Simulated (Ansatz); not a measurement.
# Si (I4_1/amd): scan of the energy under strain from a Python script

What does a strain cost in Si (I4_1/amd)? Aim: a scan of the energy under strain, for Si (I4_1/amd), run from a script.

All numbers are computed with Ansatz 0.2.0 through its Python package. Level of theory: DFT LDA, plane waves, PAW.

## (1) Starting point

Symmetry: I4_1/amd, No. 141, tetragonal system. The conventional cell has a = 4.743 Å, b = 4.743 Å, c = 2.659 Å, α = 90.00°, β = 90.00°, γ = 90.00°. Si (site symmetry -4m2) has 6 Si at 2.46 to 2.66 Å as nearest neighbours.

No structure file is read: the coordinates are typed or built in the script.

## (2) Script

The input, strain_si.py:

```python
"""A biaxial strain scan of Si."""

import ansatz
import matplotlib.pyplot as plt
import numpy as np

vectors0 = np.array([
    [-2.371372, 2.371372, 1.329265],
    [2.371372, -2.371372, 1.329265],
    [2.371372, 2.371372, -1.329265],
])
sites = [
    ("Si", [0.25, 0.75, 0.5]),
    ("Si", [0.5, 0.5, 0.0]),
]


def build(cell):
    crystal = ansatz.Crystal(lattice=ansatz.Lattice.of(cell))
    for symbol, position in sites:
        crystal = crystal.atom(symbol, position)
    return crystal


def main() -> None:
    # clamped ions: the fractional positions stay as typed
    values = np.linspace(-0.02, 0.02, 7)
    energies = []
    for d in values:
        strain = np.diag([d, d, 0])
        cell = vectors0 @ (np.eye(3) + strain)
        model = (
            build(cell).calculation()
            .occupations("Methfessel-Paxton", width=0.1)
            .functional(ansatz.Functional.LDA)
            .basis(520)
            .kpoints(15, 15, 15)
            .stress()
        )
        report = model.run().report
        energies.append(report["free_energy_ev"] / len(sites))
        s = report["stress_gpa"]
        print(f"d = {d:+.4f}  stress xx yy zz xy (GPa, compression positive): {s[0][0]:8.3f} {s[1][1]:8.3f} {s[2][2]:8.3f} {s[0][1]:8.3f}")
    energies = np.array(energies)

    for value, e in zip(values, energies):
        print(f"strain {value:7.3f}   E - Emin = {1000 * (e - energies.min()):9.3f} meV/atom")
    plt.figure(figsize=(4.5, 3))
    plt.plot(values, 1000 * (energies - energies.min()), "o-")
    plt.xlabel("strain")
    plt.ylabel("meV/atom")
    plt.tight_layout()
    plt.savefig("strain.png", dpi=100)
    curvature = 2 * np.polyfit(values, energies, 3)[1]
    volume = abs(np.linalg.det(vectors0)) / len(sites)
    print(f"d2E/dd2 over the volume: {curvature / volume * 160.21766:.1f} GPa")


if __name__ == "__main__":
    main()
```

## (3) What the engine is handed

The package turns the script's settings into the engine's input (first run):

```yaml
crystal:
  lattice:
    - [-2.32394456, 2.32394456, 1.329265]
    - [2.32394456, -2.32394456, 1.329265]
    - [2.32394456, 2.32394456, -1.329265]
  atoms:
    - { symbol: Si, position: [0.25, 0.75, 0.5] }
    - { symbol: Si, position: [0.5, 0.5, 0.0] }
basis:
  ecutwfc: 520.0
kpoints:
  mp_grid:
    grid: [15, 15, 15]
hamiltonian:
  xc: lda
scf:
  occupations:
    method: methfessel_paxton
    width: 0.1
output:
  stress: true
```

## (4) Running it

Started as:

```sh
$ python strain_si.py
```

**Question.** How much energy does this biaxial strain cost, and what curvature follows?

**Answer**, as computed:

```
                  quantity           value
curvature under the strain       581.4 GPa
             runs compared               7
           range of energy  12.13 meV/atom
      lowest point, strain           0.000
```

What this shows: Against the unstrained cell the energy per atom changes by +9.64 meV at one end of the scan and +12.13 meV at the other, and its second derivative over the volume is 581.4 GPa. Notes:
- The curvature belongs to this strain pattern and to the cell's stress; it equals a single elastic constant only for simple patterns.
- In a metal a curvature from energy changes of a few meV or less hangs on mesh and smearing, in size and even in sign.
- This isn't the structure that Si takes at ambient conditions.
- The ions keep their fractional positions (clamped ions). Whether this is the phase that is stable at ambient conditions was not tested.
